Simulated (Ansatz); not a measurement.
# C₂H₉AsO₂Si: small, medium and large basis sets

The task here is to estimate one member of a computed series from the others.

Computed with Ansatz 0.2.0, Gaussian basis. Level: one geometry, several basis sets.

Plan: PBE0-D4/def2-SVP; ωB97M-V/def2-SVP; PBE0-D4/def2-QZVPP; ωB97M-V/def2-QZVPP; the functionals' def2-TZVPP values are taken from earlier runs.

## The relaxed structure

An earlier PBE0-D4 in a triple-zeta def2 set relaxation fixed the geometry.

SMILES `CO[As]([SiH3])OC`, 15 atoms, charge 0, spin multiplicity 1.

Atoms are counted from 1 here; the program's logs count them from 0.

Bond lengths: C1–O2 1.411 Å, C1–H7 1.092 Å, C1–H8 1.096 Å, C1–H9 1.097 Å, O2–As3 1.796 Å, As3–Si4 2.386 Å, As3–O5 1.796 Å, Si4–H10 1.483 Å, Si4–H11 1.486 Å, Si4–H12 1.486 Å, O5–C6 1.411 Å, C6–H13 1.097 Å, C6–H14 1.096 Å, C6–H15 1.092 Å. Angles: O2–C1–H7 108.1°, O2–C1–H8 111.0°, O2–C1–H9 112.2°, H7–C1–H8 108.5°, H7–C1–H9 108.5°, H8–C1–H9 108.5°, C1–O2–As3 117.2°, O2–As3–Si4 91.1°, O2–As3–O5 102.0°, Si4–As3–O5 91.1°, As3–Si4–H10 109.4°, As3–Si4–H11 108.6°, As3–Si4–H12 108.6°, H10–Si4–H11 110.6°, H10–Si4–H12 110.6°, H11–Si4–H12 109.0°, As3–O5–C6 117.2°, O5–C6–H13 112.2° and more.

Set-up of the first run:

File in.yaml:

```yaml
crystal:
  periodic: [false, false, false]
  atoms:
    - {symbol: C, position_ang: [-1.336800, -1.906772, 0.194464]}
    - {symbol: O, position_ang: [-0.030941, -1.410847, -0.007084]}
    - {symbol: As, position_ang: [0.133991, 0.114303, -0.941188]}
    - {symbol: Si, position_ang: [2.513512, -0.044586, -0.869369]}
    - {symbol: O, position_ang: [0.142421, 1.350585, 0.361657]}
    - {symbol: C, position_ang: [-1.095960, 1.932260, 0.707900]}
    - {symbol: H, position_ang: [-1.271597, -2.989477, 0.323541]}
    - {symbol: H, position_ang: [-1.786422, -1.475785, 1.096019]}
    - {symbol: H, position_ang: [-1.995691, -1.697563, -0.657823]}
    - {symbol: H, position_ang: [2.950273, -0.258125, 0.531342]}
    - {symbol: H, position_ang: [2.938219, -1.180511, -1.728810]}
    - {symbol: H, position_ang: [3.088733, 1.214618, -1.410554]}
    - {symbol: H, position_ang: [-1.761347, 2.036886, -0.158483]}
    - {symbol: H, position_ang: [-1.609864, 1.337939, 1.471708]}
    - {symbol: H, position_ang: [-0.900630, 2.926476, 1.115982]}
basis:
  gaussian: {orbitals: def2-SVP}
hamiltonian: {xc: pbe0, dispersion: d4}
output: {orbitals: {seedname: orbitals}}
```

Command:

```
> ansatz run in.yaml --threads 2 --pin off --events-out ev --progress --plain --max-ram 32768MiB --backend cpu
```

Steps of the session up to this table: PBE0-D4 in def2-SVP; ωB97M-V in def2-SVP; PBE0-D4 in def2-QZVPP; ωB97M-V in def2-QZVPP.

One of the session's tables, all rows but one given; the rest of the session is left out.

| functional | basis | HOMO (eV) | LUMO (eV) |
| --- | --- | --- | --- |
| PBE0-D4 | def2-SVP | -6.72 | -0.16 |
| PBE0-D4 | def2-TZVPP | -6.82 | -0.43 |
| PBE0-D4 | def2-QZVPP | -6.86 | -0.54 |
| ωB97M-V | def2-SVP | -8.81 | 1.78 |
| ωB97M-V | def2-TZVPP | ? | ? |
| ωB97M-V | def2-QZVPP | -8.96 | 1.14 |

Estimate the missing values for ωB97M-V, def2-TZVPP.

The run gave: HOMO (eV): -8.92; LUMO (eV): 1.40. In the column «HOMO (eV)» it lies between ωB97M-V, def2-QZVPP (-8.96) and ωB97M-V, def2-SVP (-8.81).
